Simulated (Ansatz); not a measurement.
A nudged elastic band was laid between two geometries of a periodic cell of 17 atoms, Mg8HO8 (host MgO, host structure Fm-3m, interstitial H), cell charge +1.

Method: DFT PBEsol, scalar-relativistic, plane waves, PAW (Ansatz). Settings: PAW set soft_1, cutoff 420 eV, k mesh 2x2x2, gaussian smearing 0.05 eV, no spin polarisation.

```yaml
movable_images: 5
climbing_image: yes
spring: 1.0 eV/Å²
optimiser: quadratic models (default)
start_path: straight line
force_threshold: 0.05 eV/Å
iteration_limit: 80
end_points: relaxed
```

Initial state:

```xyz
17
Lattice="0.0000 4.4080 4.4080 4.4080 0.0000 4.4080 4.4080 4.4080 0.0000" Properties=species:S:1:pos:R:3
Mg 0.057 0.004 0.056
O 2.249 2.180 2.247
Mg 2.199 2.146 0.057
O 4.431 4.362 2.247
Mg 2.246 -0.043 2.244
O 4.465 2.147 4.463
Mg 4.404 2.207 2.399
O 6.611 4.408 4.432
Mg 0.059 2.145 2.197
O 2.249 4.363 4.429
Mg 2.210 4.402 2.208
O 4.393 6.625 4.390
Mg 2.399 2.207 4.402
O 4.434 4.409 6.608
Mg 4.405 4.213 4.403
O 6.609 6.585 6.607
H 4.962 6.060 4.963
```

Final state:

```xyz
17
Lattice="0.0000 4.4080 4.4080 4.4080 0.0000 4.4080 4.4080 4.4080 0.0000" Properties=species:S:1:pos:R:3
Mg -0.198 0.000 -0.001
O 2.178 2.251 2.156
Mg 2.204 2.403 -0.001
O 4.361 4.434 2.156
Mg 2.145 0.060 2.206
O 4.409 2.203 4.379
Mg 4.400 2.212 2.196
O 6.553 4.467 4.348
Mg -0.041 2.245 2.163
O 2.228 4.384 4.432
Mg 2.204 4.408 2.004
O 4.361 6.659 4.382
Mg 2.145 2.202 4.348
O 4.409 4.437 6.613
Mg 4.410 4.467 4.348
O 6.583 6.610 6.613
H 6.068 4.953 8.270
```

Q: Which bonds break or form, and what moves?

A: Contacts lost: O12–H17. Contacts made: O10–H17. The atom that moves furthest is H17, by 3.66 Å; four of its nearest neighbours are O12 0.99, Mg7 2.00, Mg13 2.01, Mg15 2.01 Å at the first end and O10 0.98, Mg11 2.01, Mg3 2.01, Mg1 2.01 Å at the last.

Q: What energy profile does the band end with?

A: It converged. The highest image is number 5 of 0 to 6, 0.252 eV above the ends, which have the same energy within 2 meV. The profile has 2 maxima (images 1, 5) with wells between them (image 4): this band takes more than one step, which may be the mechanism or a detour left from its start path. By the program's own check the climbing image is of a kind that is not told: the force calls were inconclusive, a negative curvature could not be distinguished from the path's own, the only one lies far off the path, or fixed occupations may fill a level only in part (lowest curvatures found: -4.89 and 0.47 eV/Å²). Limits of this set-up: coarse k mesh, PAW files made for another functional, a small cell, in which the defect meets its images, charged cell in a uniform background, uncorrected.

```
image  path coordinate (Å)  energy (eV)  O12–H17 (Å)  O10–H17 (Å)
    0                 0.00        0.000         0.99         3.24
    1                 0.95        0.115         1.03         2.64
    2                 1.89        0.060         1.82         2.79
    3                 2.81        0.029         2.62         2.99
    4                 3.73        0.019         3.09         2.17
    5                 4.66        0.252         2.81         1.25
    6                 5.79       -0.001         3.24         0.98
```

Q: What is the geometry of the highest image?

A: 
```xyz
17
Lattice="0.0000 4.4080 4.4080 4.4080 0.0000 4.4080 4.4080 4.4080 0.0000" Properties=species:S:1:pos:R:3
Mg -0.026 0.021 -0.042
O 2.140 2.203 2.182
Mg 2.159 2.366 0.140
O 4.426 4.375 2.149
Mg 2.138 0.078 2.260
O 4.255 2.236 4.419
Mg 4.383 2.184 2.203
O 6.548 4.408 4.386
Mg -0.100 2.190 2.195
O 2.136 4.628 4.166
Mg 2.155 4.246 2.020
O 4.425 6.645 4.419
Mg 2.138 2.125 4.308
O 4.256 4.374 6.557
Mg 4.308 4.421 4.372
O 6.544 6.392 6.810
H 6.530 5.509 7.693
```

Time of the run: 22 min on 1 thread of Arm Neoverse V1, with other jobs on the host, peak memory 0.77 GiB.
